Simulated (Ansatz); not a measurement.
Crystal: HPbNO4.

```
CELL_PARAMETERS angstrom
4.19923 0.11117 0.16817
1.91600 3.89132 0.12568
1.76085 1.25259 6.37266
ATOMIC_POSITIONS crystal
H 0.89145 0.68202 0.62796
Pb 0.14426 0.92872 0.88352
N 0.25670 0.28861 0.30171
O 0.83108 0.65056 0.78405
O 0.38694 0.22380 0.11295
O 0.31104 0.03576 0.45856
O 0.07726 0.60633 0.32275
```

The cell was built by a generator and needn't be a form met in nature.

Base run:

```yaml
Program: Ansatz 0.2.0
Functional: PBE
Potentials_or_basis: all-electron LAPW, scalar-relativistic
Cutoff: 802 eV
Density_cutoff: 3209 eV
Basis_error_allowed: 0.001 eV/atom
k_mesh: 7 × 7 × 5
Occupations: fermi-dirac, width 0.05 eV
Spin: no spin polarisation
```

Its results: band gap on the k mesh 2.82 eV, indirect (least direct gap 2.85 eV); pressure -0.1 GPa; largest force 0.051 eV/Å.

The run is repeated on the same cell with these changes: basis error allowed from 0.001 eV/atom to 0.005 eV/atom; k mesh from 7 × 7 × 5 to 4 × 4 × 2. What comes out?

Band gap on the k mesh 2.96 eV, indirect (least direct gap 3.00 eV); pressure -0.1 GPa; largest force 0.052 eV/Å.

Caveats: some runs use coarse meshes; spin-orbit coupling is left out, which as a rule narrows the gap of such compounds by several tenths of an eV; an odd mesh through Γ misses points on the zone boundary, where band edges often lie (some runs).

Not every run made on this cell is shown here.
